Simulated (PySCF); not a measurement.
**The bond of RbF+, level by level**

One table from this session's results is given with a row withheld; the runs are named, their logs left out.

Program: PySCF 2.14.0. Level of theory: Rb def2-SVP with ECP28, F def2-SVP, scalar-relativistic core potentials. These are calculated values, not measurements.

The first run:

A driver script around PySCF takes these settings:

- atoms: Rb, F
- charge: 1
- basis: Rb def2-SVP with ECP28, F def2-SVP
- Hamiltonian: scalar-relativistic core potentials
- basis functions: 38
- electrons treated: 17
- masses in u: 84.9118, 18.9984
- levels: PBE0, PBE, r²SCAN, M06, TPSS, r²SCANh, HF, MP2, SCS-MP2, CCSD, CCSD(T)
- grid: 80 radial by 434 angular points
- occupations: held fixed by the projection of orbital angular momentum
- dissociation limit: Rb+ + F, each in its ground configuration
- starting distance in angstrom: 2.775
- values of 2S to try: 1, 3

On the command line:

```sh
> OMP_NUM_THREADS=1 python dia.py task.json out
```

Among the steps run: Input; PBE0 along the bond; Other states along the same grid; PBE (GGA); r²SCAN (meta-GGA); M06; TPSS; r²SCANh (hybrid meta-GGA); UHF; MP2 and coupled cluster.

One of the session's tables, all rows but one given; the rest of the session is left out.

| level | Re (Å) | ωe (cm⁻¹) | De (eV) |
| --- | --- | --- | --- |
| UHF | 3.127 | 91.4 | 0.106 |
| UHF-MP2 | 3.037 | 109.0 | 0.150 |
| UHF-SCS-MP2 | 3.046 | 107.6 | 0.147 |
| UHF-CCSD | 3.036 | 109.2 | 0.151 |
| UHF-CCSD(T) | 3.030 | 110.6 | 0.155 |
| PBE | 2.960 | 126.8 | 0.239 |
| TPSS | 3.006 | 112.8 | 0.202 |
| r²SCAN | 2.978 | 121.7 | 0.189 |
| r²SCANh | ? | ? | ? |
| PBE0 | 2.981 | 117.7 | 0.190 |
| M06 | 2.975 | 121.2 | 0.178 |

Estimate the missing values for r²SCANh.

As computed: Re (Å): 2.980; ωe (cm⁻¹): 119.8; De (eV): 0.180. In the column «Re (Å)» it lies between r²SCAN (2.978) and PBE0 (2.981).

De is counted to Rb+ + F in their ground configurations.

To keep in mind: The bond is weak, and basis-set superposition, which was not computed, may be a sizeable part of it.
